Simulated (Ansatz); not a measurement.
**GaH7OSi: one species, many methods**

How much do the methods differ for GaH7OSi? The plan is to run it at one geometry with functionals of several rungs and with coupled cluster, and see how far each lands from CCSD(T) at the basis-set limit for the atomisation energy.

Program: Ansatz 0.2.0, Gaussian basis. Level of theory: functionals in def2-TZVPP, the program's frozen cores in correlated methods. These are calculated values, not measurements.

Plan: LDA (SPW92), PBE-D4, revPBE-D4, BLYP-D4, r2SCAN-D4, B97M-V, PBE0-D4, B3LYP-D4, r2SCANh-D4, r2SCAN0-D4, HSE06-D4, BHLYP-D4, CAM-B3LYP-D4, LC-ωPBE, ωB97X-V, ωB97M-V, B2PLYP, PBE-QIDH; CCSD(T)/def2-SVP; CCSD(T)/def2-TZVPP; MP2/def2-QZVPP; extrapolation to the limit; RPA on PBE.

## (1) The relaxed structure

An earlier PBE0-D4 in a triple-zeta def2 set relaxation fixed the geometry.

10 atoms, charge 0, spin multiplicity 1.

Atoms are counted from 1 here; the program's logs count them from 0.

Bond lengths: Si1–O2 1.686 Å, Si1–H4 1.485 Å, Si1–H5 1.480 Å, Si1–H6 1.475 Å, O2–Ga3 2.176 Å, O2–H7 0.960 Å, Ga3–H8 1.571 Å, Ga3–H9 1.583 Å, Ga3–H10 1.578 Å. Angles: O2–Si1–H4 106.7°, O2–Si1–H5 110.5°, O2–Si1–H6 105.9°, H4–Si1–H5 110.0°, H4–Si1–H6 111.6°, H5–Si1–H6 112.0°, Si1–O2–Ga3 118.1°, Si1–O2–H7 117.7°, Ga3–O2–H7 112.1°, O2–Ga3–H8 100.1°, O2–Ga3–H9 92.2°, O2–Ga3–H10 95.6°, H8–Ga3–H9 118.9°, H8–Ga3–H10 119.6°, H9–Ga3–H10 118.3°.

As a file:

```
Si   -0.4847    0.6801   -1.2893
O    -0.7722   -0.2337    0.0975
Ga    0.8821   -0.5510    1.4752
H    -1.7671    0.7400   -2.0350
H     0.5560    0.0407   -2.1249
H    -0.0696    2.0132   -0.8145
H    -1.3239   -1.0148    0.0101
H     0.3066    0.1466    2.7603
H     1.8856    0.2535    0.5526
H     0.8703   -2.1256    1.3709
```

## (2) LDA

This LDA is Slater exchange with PW92 correlation.

The input, in.yaml:

```yaml
crystal:
  periodic: [false, false, false]
  atoms:
    - {symbol: Si, position_ang: [-0.484692, 0.680133, -1.289315]}
    - {symbol: O, position_ang: [-0.772191, -0.233739, 0.097528]}
    - {symbol: Ga, position_ang: [0.882118, -0.550977, 1.475179]}
    - {symbol: H, position_ang: [-1.767065, 0.739987, -2.034953]}
    - {symbol: H, position_ang: [0.556035, 0.040651, -2.124898]}
    - {symbol: H, position_ang: [-0.069646, 2.013208, -0.814499]}
    - {symbol: H, position_ang: [-1.323936, -1.014801, 0.010141]}
    - {symbol: H, position_ang: [0.306577, 0.146588, 2.760318]}
    - {symbol: H, position_ang: [1.885631, 0.253475, 0.552580]}
    - {symbol: H, position_ang: [0.870270, -2.125624, 1.370919]}
basis:
  gaussian: {orbitals: def2-TZVPP}
hamiltonian: {xc: lda}
output: {orbitals: {seedname: orbitals}}
```

The runs that follow: PBE-D4 (GGA); revPBE-D4 (GGA); BLYP-D4 (GGA); r2SCAN-D4 (meta-GGA); B97M-V (meta-GGA); PBE0-D4 (hybrid); B3LYP-D4 (hybrid); r2SCANh-D4 (hybrid); r2SCAN0-D4 (hybrid); HSE06-D4 (hybrid); BHLYP-D4 (hybrid); CAM-B3LYP-D4 (range-separated); LC-ωPBE-D4 (range-separated); ωB97X-V (range-separated); ωB97M-V (range-separated); B2PLYP (double hybrid); PBE-QIDH (double hybrid); CCSD(T) in def2-SVP; CCSD(T) in def2-TZVPP; MP2 in def2-QZVPP; RPA on PBE orbitals.

Q: Predict the results of all the runs planned. Wanted: atomisation energy, CCSD(T)/CBS; farthest beyond LDA; mean size of error, GGA; mean size of error, meta-GGA; mean size of error, hybrid; mean size of error, range-separated; mean size of error, double hybrid; gap, smallest and largest; T1 diagnostic.

As calculated:

| quantity | value |
| --- | --- |
| atomisation energy, CCSD(T)/CBS | 29.425 eV |
| functionals within 0.294 eV (1.0 %) | r2SCAN-D4, B97M-V, CAM-B3LYP-D4, ωB97X-V, ωB97M-V |
| farthest beyond LDA | revPBE-D4 (-1.241 eV) |
| mean size of error, GGA | 0.893 eV |
| mean size of error, meta-GGA | 0.128 eV |
| mean size of error, hybrid | 0.631 eV |
| mean size of error, range-separated | 0.234 eV |
| mean size of error, double hybrid | 0.662 eV |
| gap, smallest and largest | 4.53 eV (LDA (SPW92)), 11.76 eV (LC-ωPBE) |
| T1 diagnostic | 0.0123 |
| triples share of the correlation energy | 3.1 % |

**Reading.** LDA overbinds by 3.045 eV (10 %). PBE-D4 misses by -0.753 eV. Double hybrids carry the basis error of their MP2 part in triple zeta, and no dispersion term here, so their miss is partly the set-up's. The rungs meta-GGA, range-separated miss on average by less than the doubt on the reference (0.294 eV), so they tie. The reference freezes the cores and leaves out relativity and excitations past (T), and its outer-core shells are covered unevenly, so misses under about 0.294 eV can't be ranked. Hartree-Fock recovers 74 % of the binding; the rest is correlation. CCSD(T) in def2-SVP is off by -1.915 eV, more than most functionals: a good method in a small basis is no reference. The gap grows from 4.5 to 11.8 eV across the functionals, mostly with the share of exact exchange. Correlated methods include outer-core shells of Ga, which these sets cover unevenly.
